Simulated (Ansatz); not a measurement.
# SmC: the cost of one run

Program: Ansatz 0.2.0. Level of theory: DFT PBE+U (U_eff = 6 eV on Sm 4f), scalar-relativistic, plane waves, PAW. These are calculated values, not measurements.

1 further run of the same task is left out (set aside as unsound or not needed). Runs told in other sessions of the task aren't counted.

### 1 The system as given

The structure is cubic, space group Fm-3m (No. 225). Conventional cell: a = 5.116 Å, b = 5.116 Å, c = 5.116 Å, α = 90.00°, β = 90.00°, γ = 90.00°. Sm (site symmetry m-3m) has 6 C at 2.56 Å in its first shell of neighbours. C (site symmetry m-3m) has 6 Sm at 2.56 Å in its first shell of neighbours.

As a file:

```
Sm C
1.0
     0.00000    2.55800    2.55800
     2.55800    0.00000    2.55800
     2.55800    2.55800    0.00000
Sm C
1 1
Cartesian
  2.5580 2.5580 2.5580
  0.0000 0.0000 0.0000
```

The moments start at Sm 5.00 μB.

### 2 Seeding the open shells on a coarse mesh

input.yaml

```yaml
crystal:
  lattice:
    - [0.0, 2.558, 2.558]
    - [2.558, 0.0, 2.558]
    - [2.558, 2.558, 0.0]
  atoms:
    - { symbol: Sm, position: [0.5, 0.5, 0.5], spin: 5.0 }
    - { symbol: C, position: [0.0, 0.0, 0.0] }
basis:
  ecutwfc: 420
  ecutrho_ratio: 4
kpoints:
  mp_grid: { grid: [5, 5, 5] }
hamiltonian:
  xc: pbe
  hubbard: { sites: [{ species: Sm, l: f, u_eff: 6.0 }] }
scf:
  occupations: { method: gaussian, width: 0.05 }
output:
  forces: true
  stress: true
  eigenvalues: true
  populations: true
  hubbard: { sites: [{ species: Sm, l: f }] }
magnetization:
  spin_polarized: true
```

Command:

```sh
$ ansatz run input.yaml --threads 2 --pin off --max-ram 2662MiB --backend cpu --events-out ev --progress --plain --runs-dir out
```

What time and memory should one allow on 2 threads of Arm Neoverse V2, shared host?

About 4.6 s, with a peak of 0.35 GiB.
